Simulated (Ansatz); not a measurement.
## Molecular dynamics of TiSi₂

input.yaml

```yaml
accuracy: low
crystal:
  lattice:
    - [4.857382, 0.0, 0.0]
    - [0.0, 8.370057, 0.0]
    - [0.0, 0.0, 8.665588]
  atoms:
    - { symbol: Ti, position: [0.5, 0.5, 0.5] }
    - { symbol: Ti, position: [0.75, 0.75, 0.75] }
    - { symbol: Si, position: [0.5, 0.8374344, 0.5] }
    - { symbol: Si, position: [0.5, 0.1625656, 0.5] }
    - { symbol: Si, position: [0.25, 0.0874344, 0.25] }
    - { symbol: Si, position: [0.25, 0.4125656, 0.25] }
    - { symbol: Ti, position: [0.0, 0.0, 0.5] }
    - { symbol: Ti, position: [0.25, 0.25, 0.75] }
    - { symbol: Si, position: [0.0, 0.3374344, 0.5] }
    - { symbol: Si, position: [0.0, 0.6625656, 0.5] }
    - { symbol: Si, position: [0.75, 0.5874344, 0.25] }
    - { symbol: Si, position: [0.75, 0.9125656, 0.25] }
    - { symbol: Ti, position: [0.0, 0.5, 0.0] }
    - { symbol: Ti, position: [0.25, 0.75, 0.25] }
    - { symbol: Si, position: [0.0, 0.8374344, 0.0] }
    - { symbol: Si, position: [0.0, 0.1625656, 0.0] }
    - { symbol: Si, position: [0.75, 0.0874344, 0.75] }
    - { symbol: Si, position: [0.75, 0.4125656, 0.75] }
    - { symbol: Ti, position: [0.5, 0.0, 0.0] }
    - { symbol: Ti, position: [0.75, 0.25, 0.25] }
    - { symbol: Si, position: [0.5, 0.3374344, 0.0] }
    - { symbol: Si, position: [0.5, 0.6625656, 0.0] }
    - { symbol: Si, position: [0.25, 0.5874344, 0.75] }
    - { symbol: Si, position: [0.25, 0.9125656, 0.75] }
basis:
  ecutwfc: 420.0
kpoints:
  mp_grid: { grid: [3, 2, 2] }
hamiltonian:
  xc: pbesol
  pseudopotentials: { kind: paw, azcp: { folder: soft_1 } }
scf:
  occupations: { method: fermi_dirac, width: 0.17 }
  lower_state_search: "off"
md:
  timestep: 2
  n_steps: 150
  ensemble: nvt_langevin
  temperature: 2000.0
  initial_velocities: maxwell_boltzmann
  seed: 849459
  friction: 0.02
```

Command:

```bash
$ ansatz run input.yaml --threads 2 --pin off --max-ram 5120MiB --backend cpu --events-out ev --progress --plain --runs-dir out
```

It starts from a structure without forces on its atoms.

Output, in part (step lines):

```
md step     0: t =     0.00 fs  T =  1916.7 K  F+E_penalty+E_count = -29750.78719155 eV  E_kin = 5.945960 eV  (8 SCF iters)
md step     1: t =     2.00 fs  T =  2011.7 K  F+E_penalty+E_count = -29750.73194115 eV  E_kin = 6.240810 eV  (7 SCF iters)
md step     2: t =     4.00 fs  T =  1939.6 K  F+E_penalty+E_count = -29750.56918196 eV  E_kin = 6.017019 eV  (7 SCF iters)
md step     3: t =     6.00 fs  T =  2005.5 K  F+E_penalty+E_count = -29750.29843362 eV  E_kin = 6.221429 eV  (7 SCF iters)
md step     4: t =     8.00 fs  T =  1880.2 K  F+E_penalty+E_count = -29749.92755456 eV  E_kin = 5.832884 eV  (7 SCF iters)
md step     5: t =    10.00 fs  T =  1579.8 K  F+E_penalty+E_count = -29749.50081838 eV  E_kin = 4.900816 eV  (5 SCF iters)
md step     6: t =    12.00 fs  T =  1432.9 K  F+E_penalty+E_count = -29749.05824745 eV  E_kin = 4.445112 eV  (6 SCF iters)
md step     7: t =    14.00 fs  T =  1201.1 K  F+E_penalty+E_count = -29748.61337692 eV  E_kin = 3.726009 eV  (6 SCF iters)
[... lines left out ...]
md step   150: t =   300.00 fs  T =  1793.8 K  F+E_penalty+E_count = -29744.20379736 eV  E_kin = 5.564938 eV  (7 SCF iters)
```

The steps, from the saved trajectory:

```
time (fs)  T (K)  potential energy less start (eV)
        0   1917                             0.000
       10   1580                             1.286
       20    943                             3.365
       30    980                             4.235
       40   1302                             4.049
       50   1163                             4.491
       60   1180                             4.397
       70   1468                             4.080
       80   1397                             4.698
       90   1483                             4.817
      100   1457                             4.659
      110   1315                             5.220
      120   1254                             5.935
      130   1295                             6.162
      140   1616                             5.422
      150   1941                             4.907
      160   1498                             5.137
      170   1742                             4.972
      180   1779                             5.040
      190   1587                             5.109
      200   1615                             5.284
      210   1347                             5.455
      220   1543                             5.269
      230   1309                             5.164
      240   1774                             4.591
      250   2005                             3.987
      260   1975                             4.252
      270   1660                             5.259
      280   1535                             6.282
      290   1797                             6.573
      300   1794                             6.583
```

All steps were run. The mean temperature of the second half is 16 % below the set value. A run of 0.3 ps of so small a system gives no equilibrium averages. Limits of this set-up: coarse k mesh, PAW files made for another functional, low accuracy level.

Mean squared displacements from the first frame to the last, about the centre of mass: Ti 0.06 Å², Si 0.11 Å².

Last frame:

```xyz
24
Lattice="4.8574 0.0000 0.0000 0.0000 8.3701 0.0000 0.0000 0.0000 8.6656" Properties=species:S:1:pos:R:3
Ti 2.573 4.357 4.592
Ti 3.827 5.980 6.910
Si 2.585 6.806 4.383
Si 2.838 1.313 4.643
Si 1.615 0.579 2.499
Si 1.075 3.319 2.605
Ti -0.113 0.098 4.509
Ti 1.404 1.909 6.697
Si 0.034 2.871 4.699
Si 0.106 5.382 4.565
Si 3.767 5.263 2.490
Si 4.122 7.734 2.420
Ti 0.092 4.268 0.247
Ti 1.310 6.043 2.479
Si 0.112 6.901 0.308
Si 0.162 1.576 0.258
Si 3.856 0.930 6.986
Si 3.676 3.335 7.183
Ti 2.337 -0.140 0.009
Ti 3.799 1.925 2.366
Si 2.626 3.157 0.526
Si 2.245 5.812 0.213
Si 1.290 4.524 6.547
Si 1.625 7.670 6.508
```

Run time: 27 min on 2 threads of Arm Neoverse V1, with other jobs on the host, peak memory 1.1 GiB.
